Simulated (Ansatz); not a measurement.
I need a geometry optimisation of CH₈BFSi₂, SMILES BC(F)([SiH3])[SiH3]. Use Ansatz 0.2.0, Python API. Use: r2SCAN, def2-SVP basis, multiplicity 1, D3BJ dispersion.

```
atom    x (Å)    y (Å)    z (Å)
   B  -0.4120   1.0809  -1.2022
   C   0.4117   0.1564  -0.3084
   F   1.7023   0.2151  -0.7280
  Si   0.3731   0.7071   1.4749
  Si  -0.2063  -1.6015  -0.4915
   H  -1.6241   1.2424  -1.0312
   H   0.0729   1.7532  -2.0752
   H   1.1535  -0.1808   2.3066
   H  -1.0976   0.6538   1.9656
   H   0.7993   2.0749   1.6349
   H  -0.1197  -2.0201  -1.8567
   H  -1.5921  -1.6566  -0.0212
   H   0.5592  -2.4596   0.3473
```

Script `opt_ch8bfsi2.py`:
```python
# -*- coding: utf-8 -*-
"""Geometry optimisation of CH8BFSi2."""

import itertools

import ansatz as az
from ase.data import atomic_numbers, covalent_radii
import numpy as np
import pandas as pd

geometry_ang = [
    ("B", (-0.412, 1.0809, -1.2022)),
    ("C", (0.4117, 0.1564, -0.3084)),
    ("F", (1.7023, 0.2151, -0.728)),
    ("Si", (0.3731, 0.7071, 1.4749)),
    ("Si", (-0.2063, -1.6015, -0.4915)),
    ("H", (-1.6241, 1.2424, -1.0312)),
    ("H", (0.0729, 1.7532, -2.0752)),
    ("H", (1.1535, -0.1808, 2.3066)),
    ("H", (-1.0976, 0.6538, 1.9656)),
    ("H", (0.7993, 2.0749, 1.6349)),
    ("H", (-0.1197, -2.0201, -1.8567)),
    ("H", (-1.5921, -1.6566, -0.0212)),
    ("H", (0.5592, -2.4596, 0.3473)),
]
system = az.Crystal.molecule()
for symbol, xyz in geometry_ang:
    system = system.atom(symbol, xyz)

job = system.calculation()
job = job.basis(gaussian="def2-SVP")
job = job.functional("r2scan", dispersion="d3bj")
symbols = [site.symbol for site in system.cartesian_sites]
start = np.array([site.position_ang for site in system.cartesian_sites], dtype=float)
def progress(event):
    if event["event"] == "relax_step":
        row = event["data"]
        print(f"step {row['step']:3d}  E = {row['lagrangian_ev']:.6f} eV  largest force component {row['allowed_force_max_ev_ang']:.4f} eV/A")


r = job.relax(force_tolerance=0.01).session().plan().execute(on_event=progress).report
end = np.array(r["positions_ang"])

print(f"E = {r['free_energy_ev']:.6f} eV = {r['free_energy_ev'] / 27.211386246:.7f} Ha")
print("converged:", r["converged"], " doubts:", r["published_state_doubts"] or "none")

# pairs closer than 1.2 times the sum of covalent radii, before or after
radius = [covalent_radii[atomic_numbers[s]] for s in symbols]
span = lambda where, i, j: np.linalg.norm(where[i] - where[j])
bonded = [(i, j) for i, j in itertools.combinations(range(len(symbols)), 2) if min(span(start, i, j), span(end, i, j)) < 1.2 * (radius[i] + radius[j])]
print("pair        before    after (A)")
for i, j in bonded:
    print(f"{symbols[i]}{i}-{symbols[j]}{j}".ljust(10), f"{span(start, i, j):8.4f} {span(end, i, j):8.4f}")

charges = r["charge_distribution"]
table = pd.DataFrame({"atom": symbols, "mulliken": charges["mulliken_charges_e"], "lowdin": charges["lowdin_charges_e"]})
print(table.round(3).to_string())
print("dipole (e A):", np.round(charges["dipole_moment_e_ang"], 4) + 0.0)
with open("ch8bfsi2_opt.xyz", "w") as handle:
    handle.write(f"{len(symbols)}\nrelaxed CH8BFSi2\n")
    handle.writelines(f"{s:2s} {x:11.6f} {y:11.6f} {z:11.6f}\n" for s, (x, y, z) in zip(symbols, end))
```

```console
$ python opt_ch8bfsi2.py
DeckWarning: the engine holds no damping parameters fitted to this dispersion correction and functional, so the run takes those fitted to r2scan beside the three-body term, which d3bj leaves out (hamiltonian.dispersion, under Limitations)
step   1  E = -20302.004795 eV  largest force component 2.8869 eV/A
step   2  E = -20302.358796 eV  largest force component 0.7133 eV/A
step   3  E = -20302.395334 eV  largest force component 0.3576 eV/A
step   4  E = -20302.405994 eV  largest force component 0.1359 eV/A
step   5  E = -20302.407375 eV  largest force component 0.0528 eV/A
step   6  E = -20302.407692 eV  largest force component 0.0124 eV/A
step   7  E = -20302.407730 eV  largest force component 0.0037 eV/A
E = -20302.407742 eV = -746.0997231 Ha
converged: True  doubts: none
pair        before    after (A)
B0-C1        1.5271   1.5252
B0-H5        1.2347   1.2089
B0-H6        1.2038   1.2051
C1-F2        1.3584   1.4237
C1-Si3       1.8668   1.9165
C1-Si4       1.8723   1.9165
Si3-H7       1.4454   1.4907
Si3-H8       1.5513   1.4911
Si3-H9       1.4416   1.4910
Si4-H10      1.4306   1.4910
Si4-H11      1.4645   1.4911
Si4-H12      1.4233   1.4907
   atom  mulliken  lowdin
0     B     0.096  -0.170
1     C    -0.240  -0.213
2     F    -0.279   0.025
3    Si     0.366   0.372
4    Si     0.365   0.371
5     H    -0.014  -0.001
6     H     0.006  -0.004
7     H    -0.049  -0.065
8     H    -0.049  -0.062
9     H    -0.051  -0.063
10    H    -0.051  -0.063
11    H    -0.049  -0.062
12    H    -0.050  -0.065
dipole (e A): [-0.237  -0.0656  0.142 ]
```
(Warnings from the package without file and line.)

It writes `ch8bfsi2_opt.xyz`:
```text
13
relaxed CH8BFSi2
B    -0.423818    1.118536   -1.201493
C     0.404071    0.182781   -0.326709
F     1.790579    0.131402   -0.645895
Si    0.307539    0.746882    1.502349
Si   -0.241728   -1.612876   -0.504542
H    -1.608903    1.205488   -0.979299
H     0.085839    1.754000   -2.089593
H     1.184338   -0.148321    2.309804
H    -1.100242    0.663679    1.986719
H     0.803561    2.148568    1.613459
H    -0.163976   -2.025522   -1.935199
H    -1.651011   -1.696693   -0.024730
H     0.633952   -2.502724    0.310029
```

Caveats:
- Total energies depend on the basis set; only differences at equal settings carry meaning.
- The end point is the stationary point reached from this start; no frequency run checks that it is a minimum, and the basis set is modest.
- The Löwdin charges here are taken after orthogonalising the functions within each atom; they differ from plain Löwdin charges, and their signs can be unphysical.
- A dispersion term here runs with damping parameters fitted for another variant or functional.
- It ran for 70 s on 1 thread of Arm Neoverse V2, on a shared host, peak memory 0.29 GiB.

(A comment or docstring line of the script was reworded after the run, the code is as it ran; lines on the test bed's own set-up are left out of the output.)
